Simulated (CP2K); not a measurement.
# Ta3AsAu2O13 in CP2K: the effect of dispersion

Ta3AsAu2O13:

```xyz
19
Lattice="5.7239 0.0000 0.0000 1.2946 6.2567 0.0000 0.2682 1.3098 8.3664" Properties=species:S:1:pos:R:3 pbc="T T T"
Ta    1.7946    2.6749    4.8886
Ta    0.6021    2.0039    8.3542
Ta    4.2740    4.5494    4.2235
As    4.7442    6.6995    6.9482
Au    3.4894    0.8212    1.5572
Au    1.4391    5.7206    3.7383
O     4.8826    5.2937    5.9475
O     3.3158    1.7515    5.8251
O     6.2667    6.7584    7.6914
O     3.3530    6.6833    7.9189
O     4.5661    1.8700    0.2589
O     1.7214    1.5096    0.9266
O     0.9917    1.2312    4.1082
O     3.3694    3.0028    3.6393
O     0.8977    2.6990    6.5755
O     6.1537    3.9289    3.8188
O     4.0568    5.7863    2.9258
O     2.4286    4.7592    5.2267
O     6.5518    6.2513    1.8938
```

The cell was built by a generator and needn't be a form met in nature.

Alike in all runs:

* Program: CP2K 2026.2
* Task: single point
* Functional: PBE
* Potentials or basis: GTH_POTENTIALS Ta GTH-PBE-q13, As GTH-PBE-q5, Au GTH-PBE-q11, O GTH-PBE-q6; DZVP-MOLOPT-SR-GTH basis
* Density cutoff: 8163 eV
* k mesh: 4 × 4 × 3
* Occupations: fermi-dirac, width 0.05 eV
* Spin: no spin polarisation

| dispersion | pressure (GPa) |
| --- | --- |
| none | ? |
| D3(BJ) | -1.0 |
| D4 | -1.0 |

What does the run with dispersion none give?

Pressure 0.7 GPa.

Caveats: the basis of atomic orbitals isn't converged, which shifts pressures, moduli and gaps.
